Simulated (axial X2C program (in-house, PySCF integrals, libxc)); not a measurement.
# A two-component session on InGe: properties at the nuclei

Wanted for InGe: properties at the nuclei, at the two-component level.

The runs use an in-house X2C program for linear molecules on PySCF integrals; two-component X2C with atomic mean-field terms, In dyall-cv3z, Ge dyall-cv3z.

All values are calculated.

## 1. Set-up

task.json

```json
{
 "zs": [
  49,
  32
 ],
 "q": 0,
 "bas": [
  "dyall-cv3z",
  "dyall-cv3z"
 ],
 "r0": 2.63,
 "levels": [
  "PBE0",
  "HF",
  "PBE",
  "BP86",
  "TPSSh"
 ],
 "nst": 3
}
```

Keys: zs atomic numbers; q charge; bas basis sets; r0 starting distance in Å; levels methods (HF also brings MP2); nst determinants followed.

The run is started by

```sh
$ python soeom.py task.json out
```

Further steps of the session: Expectation values, lowest determinant; Expectation values, a higher determinant; Expectation values, a higher determinant.

**Question.** What will these runs give? Wanted: lowest determinant; Eeff magnitude; Ws magnitude In; A∥/gI In; qzz In; higher determinant (for each run or level that gives them).

As calculated:

| quantity | value |
| --- | --- |
| lowest determinant | Ω = 3/2 (excess of +ω over −ω: ω = 3/2) |
| Eeff magnitude (GV/cm), PBE0 | 5.21 |
| Ws magnitude In (kHz), PBE0 | 2.47 |
| A∥/gI In (MHz), PBE0 | -44.4 |
| qzz In (a.u.), PBE0 | -2.82 |
| higher determinant | Ω = 1/2 (excess of +ω over −ω: 2 × ω = -1/2, ω = 3/2) |
| Eeff magnitude (GV/cm), PBE0, higher determinant | 5.93 |
| Ws magnitude In (kHz), PBE0, higher determinant | 7.93 |
| A∥/gI In (MHz), PBE0, higher determinant | -837 |
| qzz In (a.u.), PBE0, higher determinant | -3.06 |
| higher determinant | Ω = 1/2 (excess of +ω over −ω: ω = 1/2) |
| Eeff magnitude (GV/cm), PBE0, higher determinant | 6.25 |
| Ws magnitude In (kHz), PBE0, higher determinant | 8.27 |
| A∥/gI In (MHz), PBE0, higher determinant | 457 |
| qzz In (a.u.), PBE0, higher determinant | -2.45 |

In the first state, the effective field runs from 4.69 to 8.11 GV/cm over the mean-field levels. The expectation values come from single determinants, which for open shells can mix terms of unlike spin or miss the lowest Ω, so a determinant need not be a state. Eeff is the effective electric field on the electron dipole moment in this Ω state and Ws the scalar–pseudoscalar constant (defined with the proton number Z and per Ω); A∥ is the parallel hyperfine constant, which follows by multiplying with the nuclear g factor gI = μI/(I μN); qzz is the electric field gradient, eQq0 = 234.96 MHz × Q/barn × qzz; μ is positive if Ge is the positive end. The operators were transformed with the bare-nucleus X2C matrices.
